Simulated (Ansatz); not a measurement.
# Ti2O: the cost of one run

Computed with Ansatz 0.2.0 (DFT PBEsol, scalar-relativistic, plane waves, PAW, unless a step's input says otherwise).

## 1. Starting point

Symmetry: P2/m, No. 10, monoclinic system. The conventional cell has a = 4.595 Å, b = 2.920 Å, c = 8.132 Å, α = 90.00°, β = 92.02°, γ = 90.00°. Around Ti (site symmetry m) lie 4 O at 2.03 Å. Ti (site symmetry m) has 2 O at 2.01 Å in its first shell of neighbours. Ti (site symmetry m) has 2 O at 2.09 to 2.25 Å in its first shell of neighbours. O (site symmetry m) has 5 Ti at 2.01 to 2.09 Å in its first shell of neighbours. Around O (site symmetry 2/m) lie 6 Ti at 2.03 to 2.25 Å.

As a file:

```xyz
9
Lattice="4.5954 0.0000 -0.0015 0.0000 2.9199 0.0000 -0.2839 0.0000 8.1267" Properties=species:S:1:pos:R:3 pbc="T T T"
Ti    3.3614    1.4599    0.6959
Ti    1.0020    1.4599    4.6529
Ti    0.9501    1.4599    7.4293
Ti    3.3094    1.4599    3.4724
Ti    3.2236    0.0000    6.1583
Ti    1.0878    0.0000    1.9669
O     3.1782    0.0000    2.0999
O     1.1332    0.0000    6.0253
O     0.0000    0.0000    0.0000
```

It goes back to an entry of the Materials Project, which need not be the stable form.

It is the result of an earlier relaxation at this level (volume 12.12 Å³/atom; gap on the mesh: none (metal)).

## 2. The reference cell

Reference values: F = -16535.1045 eV; pressure 0.03 GPa; largest force 0.007 eV/Å; gap on the mesh none (metal). It was computed beforehand with the settings of the runs below.

## 3. Next: random displacements

All atoms are moved at random with no net shift, in some cells together with a random strain.

## 4. Point rms move = 0.127 Å

The input, input.yaml:

```yaml
crystal:
  lattice:
    - [4.5953837839, 0.0, -0.0014510039]
    - [0.0, 2.9198937271, 0.0]
    - [-0.2839384133, 0.0, 8.1266745357]
  atoms:
    - { symbol: Ti, position: [0.7327263004, 0.5373114999, 0.0854728936] }
    - { symbol: Ti, position: [0.2422885396, 0.48867824, 0.565823464] }
    - { symbol: Ti, position: [0.2401736051, 0.5233658005, 0.918362164] }
    - { symbol: Ti, position: [0.7630463477, 0.4487323412, 0.4200142521] }
    - { symbol: Ti, position: [0.7675716885, -0.0119270206, 0.760490013] }
    - { symbol: Ti, position: [0.2668638736, 0.0194455465, 0.2440102946] }
    - { symbol: O, position: [0.7290874719, -0.0008272749, 0.2587357009] }
    - { symbol: O, position: [0.2976710121, -0.0290835178, 0.7397608987] }
    - { symbol: O, position: [-0.0394288388, 0.0243043852, 0.0073303191] }
basis:
  ecutwfc: 420
kpoints:
  mp_grid: { grid: [10, 14, 6] }
hamiltonian:
  xc: pbesol
scf:
  occupations: { method: gaussian, width: 0.15 }
output:
  forces: true
  stress: true
  eigenvalues: true
  write_density: true
  write_potential: true
  elf: true
  volumetric_format: npy
```

Command:

```bash
$ ansatz run input.yaml --threads 2 --pin off --max-ram 5120MiB --backend cpu --events-out ev --progress --plain --runs-dir out
```

What time and memory should one allow on 2 threads of Intel Xeon 6975P-C (Granite Rapids), shared host?

About 76 s, with a peak of 1.8 GiB.
